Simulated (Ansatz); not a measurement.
Run this with the Ansatz DFT code, driven from Python and show what comes out.

Script `ch3alclfse_deck.py`:
```python
# -*- coding: utf-8 -*-
"""Run CH3AlClFSe from an input written out key by key."""

import ansatz as az

DECK = """
crystal:
  periodic: [false, false, false]
  atoms:
    - { symbol: C, position_ang: [-0.7557, -0.5779, 1.087] }
    - { symbol: Se, position_ang: [1.134, -0.4304, 0.9964] }
    - { symbol: Al, position_ang: [1.0644, 0.4972, -1.2392] }
    - { symbol: F, position_ang: [1.1821, -0.5888, -2.6585] }
    - { symbol: Cl, position_ang: [0.931, 2.6742, -1.5254] }
    - { symbol: H, position_ang: [-1.18, -1.1794, 0.2665] }
    - { symbol: H, position_ang: [-1.2159, 0.4825, 0.967] }
    - { symbol: H, position_ang: [-1.0677, -0.9345, 2.0503] }
basis:
  gaussian: { orbitals: def2-SVP }
hamiltonian:
  xc: { name: BHLYP }
"""

session = az.Session.from_yaml(DECK)
report = session.plan(threads=1).execute().report

print(f"E = {report['free_energy_ev']:.6f} eV = {report['free_energy_ev'] / 27.211386246:.7f} Ha")
print("converged:", report["converged"], " doubts:", report["published_state_doubts"] or "none")
symbols = ["C", "Se", "Al", "F", "Cl", "H", "H", "H"]
state = report["mean_field"]["state"]
print(f"mean field: {state['energy']['hartree']:.7f} Ha, <S^2> = {abs(state['spin_squared']):.4f}, stability: {state.get('stability', {}).get('kind')}")
```

`python ch3alclfse_deck.py` gives:
```text
E = -88257.308000 eV = -3243.3962460 Ha
converged: True  doubts: none
mean field: -3243.3962460 Ha, <S^2> = 0.0000, stability: minimum
```

Caveats:
- Total energies depend on the basis set; only differences at equal settings carry meaning.
- The geometry is a force-field or estimated start, not a minimum of this method, and the basis set is short of its limit.
- Run time: 2.4 s on 1 thread of AMD EPYC 9B45 (Zen 5), with other jobs on the host, peak memory 0.29 GiB.
